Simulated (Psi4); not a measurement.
**WO3 (tungsten trioxide) at OMP2/def2-SVPD (core potential, density fitting for correlation)**

What is the vertical singlet–triplet gap of WO3 (tungsten trioxide) at OMP2/def2-SVPD (core potential, density fitting for correlation)? 

Program for the calculation: Psi4 1.11.

1 further run of the same task is left out (it didn't finish).

## Step 1: The molecule

WO3: 4 atoms, total charge 0, spin state singlet. SMILES: `[O]=[W](=[O])=[O]`. Geometry: relaxed at PBE0-D4/def2-TZVP.

Bond lengths: O1–W2 1.716 Å, W2–O3 1.716 Å, W2–O4 1.716 Å. Angles: O1–W2–O3 107.5°, O1–W2–O4 107.5°, O3–W2–O4 107.5°.

## Step 2: A single-point energy at OMP2/def2-SVPD (core potential, density fitting for correlation)

The input, run.py:

```python
import psi4

psi4.set_memory('1600 MB')
psi4.set_num_threads(1)
psi4.core.set_output_file('psi4.out', False)

mol = psi4.geometry("""
O
W 1 1.715504
O 2 1.715513 1 107.4768
O 2 1.715576 1 107.47451 3 -115.41534
symmetry c1
no_reorient
no_com
""")

psi4.set_options({
    'basis': 'def2-SVPD',
    'reference': 'rhf',
    'puream': True,
    'e_convergence': 1e-09,
    'd_convergence': 1e-08,
    'scf_type': 'pk',
    'num_frozen_docc': 3,
})

e, wfn = psi4.energy("omp2", molecule=mol, return_wfn=True)
print(f'total energy {e:.8f} hartree = {e * 27.211386:.5f} eV')
```

On the command line:

```console
$ python run.py
```

psi4.out:

```text
[...]
    !!!  WARNING: ECP capability is in beta. Please check occupations closely.  !!!
[...]
  Running in c1 symmetry.
[...]
  Nuclear repulsion =  140.368912315718376
[...]
  Multiplicity = 1
[...]
  Nalpha       = 19
  Nbeta        = 19
[...]
    Number of basis functions: 104
[...]
   @RHF iter   1:  -290.02022417115302   -1.03934e+00   1.24687e-02 ADIIS/DIIS
[...]
   @RHF iter  17:  -290.78752645876654   -6.19593e-12   6.31133e-09 DIIS
[...]
    Orbital Energies [Eh]
    ---------------------
    Doubly Occupied:
       1A    -20.591888     2A    -20.591885     3A    -20.591873
       4A     -3.608284     5A     -2.105428     6A     -2.105415
       7A     -2.091248     8A     -1.255632     9A     -1.228645
      10A     -1.228634    11A     -0.625597    12A     -0.625594
      13A     -0.593009    14A     -0.578849    15A     -0.578833
      16A     -0.497272    17A     -0.484140    18A     -0.481533
      19A     -0.481523
[...]
  @RHF Final Energy:  -290.78752645876654
   => Energetics <=
    Nuclear Repulsion Energy =            140.3689123157183758
    One-Electron Energy =                -701.6223132854001960
    Two-Electron Energy =                 270.4658745109152846
    Total Energy =                       -290.7875264587665356
[...]
 Multipole Moments:
 ------------------------------------------------------------------------------------
     Multipole            Electronic (a.u.)      Nuclear  (a.u.)        Total (a.u.)
 ------------------------------------------------------------------------------------
 L = 1.  Multiply by 2.5417464519 to convert [e a0] to [Debye]
 Dipole X            :         17.1022155          -15.0251265            2.0770890
 Dipole Y            :         10.8073418           -9.4948555            1.3124863
 Dipole Z            :          7.9276836           -6.9649381            0.9627455
 Magnitude           :                                                    2.6389009
[...]
	Warning: cc_lambda option is changed to TRUE
	For this residual convergence, default PCG convergence is:     1.00e-07
[...]
	DF-MP2 Total Energy (a.u.)         :  -291.81014055632414
[...]
	DF-MP2 Total Energy (a.u.)         :  -291.86982207831028
[...]
	DF-OMP2 Total Energy (a.u.)        :  -291.86982207832364
[...]
```

Standard output:

```text
total energy -291.86982208 hartree = -7942.18239 eV
```

Run time: 25 s. Hardware: 1 thread of Intel Xeon 6975P-C (Granite Rapids), shared host; peak memory 0.41 GiB.

## Step 3: The triplet

The input, o3w.xyz:

```xyz
4
O3W
O     -0.237500     0.265200     1.555000
W     -0.366400    -0.283700    -0.065200
O      1.071700    -1.143300    -0.433900
O     -0.412200     1.101500    -1.076300
```

The input, run_ase.py:

```python
import numpy as np
from ase.calculators.psi4 import Psi4
from ase.io import read

a = read('o3w.xyz')
calc = Psi4(atoms=a, method='omp2', basis='def2-SVPD', memory='1600MB', num_threads=1, charge=0, multiplicity=3, label='psi4-calc', reference='uhf')
calc.psi4.set_options({'puream': True, 'e_convergence': 1e-09, 'd_convergence': 1e-08, 'scf_type': 'pk', 'num_frozen_docc': 3, 'maxiter': 100})
a.calc = calc

print(f'energy: {a.get_potential_energy():.6f} eV')
```

On the command line:

```console
$ python run_ase.py
```

psi4-calc.dat:

```text
[...]
    !!!  WARNING: ECP capability is in beta. Please check occupations closely.  !!!
[...]
  Running in c1 symmetry.
[...]
  Nuclear repulsion =  140.368928856597250
[...]
  Multiplicity = 3
[...]
  Nalpha       = 20
  Nbeta        = 18
[...]
    Number of basis functions: 104
[...]
   @UHF iter   1:  -290.17972860581420   -1.03733e+00   9.78216e-03 DIIS/ADIIS
[...]
   @UHF iter  97:  -290.74296326262572    6.87805e-12   9.98895e-09 DIIS
[...]
   @S^2 Observed:                2.027319961E+00
[...]
    Orbital Energies [Eh]
    ---------------------
    Alpha Occupied:
       1A    -20.702692     2A    -20.592722     3A    -20.592719
       4A     -3.601871     5A     -2.112471     6A     -2.096878
       7A     -2.095716     8A     -1.403090     9A     -1.249577
      10A     -1.231877    11A     -0.771573    12A     -0.697429
      13A     -0.693784    14A     -0.610925    15A     -0.584755
      16A     -0.544270    17A     -0.541469    18A     -0.526762
      19A     -0.486595    20A     -0.392479
    Alpha Virtual:
      21A      0.014754    22A      0.044107    23A      0.051810
      24A      0.078390    25A      0.092545    26A      0.093120
[...]
  @UHF Final Energy:  -290.74296326262572
   => Energetics <=
    Nuclear Repulsion Energy =            140.3689288565972504
    One-Electron Energy =                -700.8574726683227709
    Two-Electron Energy =                 269.7455805490998273
    Total Energy =                       -290.7429632626257217
  UHF NO Occupations:
  HONO-2 :   18  A 1.9933206
  HONO-1 :   19  A 1.0000000
[...]
 Multipole Moments:
 ------------------------------------------------------------------------------------
     Multipole            Electronic (a.u.)      Nuclear  (a.u.)        Total (a.u.)
 ------------------------------------------------------------------------------------
 L = 1.  Multiply by 2.5417464519 to convert [e a0] to [Debye]
 Dipole X            :        -16.8730896           15.4639477           -1.4091419
 Dipole Y            :        -11.0011165           10.9229633           -0.0781532
 Dipole Z            :         -3.3160011            2.4438161           -0.8721850
 Magnitude           :                                                    1.6590647
[...]
	Warning: cc_lambda option is changed to TRUE
	For this residual convergence, default PCG convergence is:     1.00e-07
[...]
	DF-SCS-MP2 Total Energy (a.u.)     :  -291.61134382463700
	DF-SOS-MP2 Total Energy (a.u.)     :  -291.57986388694002
[...]
	DF-SCS-OMP2 Total Energy (a.u.)    :  -291.69047956019557
	DF-SOS-OMP2 Total Energy (a.u.)    :  -291.56126158092951
	DF-SCS(N)-OMP2 Total Energy (a.u.) :  -291.26017504253645
[...]
	DF-OMP2 Total Energy (a.u.)        :  -291.78502259355724
[...]
```

The script printed:

```text
energy: -7939.874886 eV
```

Run time: 2.2 min. Hardware: 1 thread of Intel Xeon 6975P-C (Granite Rapids), shared host; peak memory 0.43 GiB.

## Step 4: What came out

Level: OMP2/def2-SVPD (core potential, density fitting for correlation), 3 core orbitals frozen.

```
                                                           quantity          value
                                              singlet: total energy  -291.86982 Eh
                       singlet: HOMO energy (Hartree–Fock orbitals)      -13.10 eV
                       singlet: LUMO energy (Hartree–Fock orbitals)       -2.40 eV
                     singlet: HOMO–LUMO gap (Hartree–Fock orbitals)       10.71 eV
               singlet: correlation energy (3 core orbitals frozen)    -1082.3 mEh
                                              triplet: total energy  -291.78502 Eh
triplet: HOMO energy (Hartree–Fock orbitals) (highest over α and β)      -10.68 eV
 triplet: LUMO energy (Hartree–Fock orbitals) (lowest over α and β)       -2.54 eV
               triplet: correlation energy (3 core orbitals frozen)    -1042.1 mEh
                         triplet: ⟨S²⟩ of the reference determinant          2.027
                   vertical energy of the triplet above the singlet       2.308 eV
```

What this shows: At this shape the triplet lies 2.31 eV (53 kcal/mol) above the singlet.
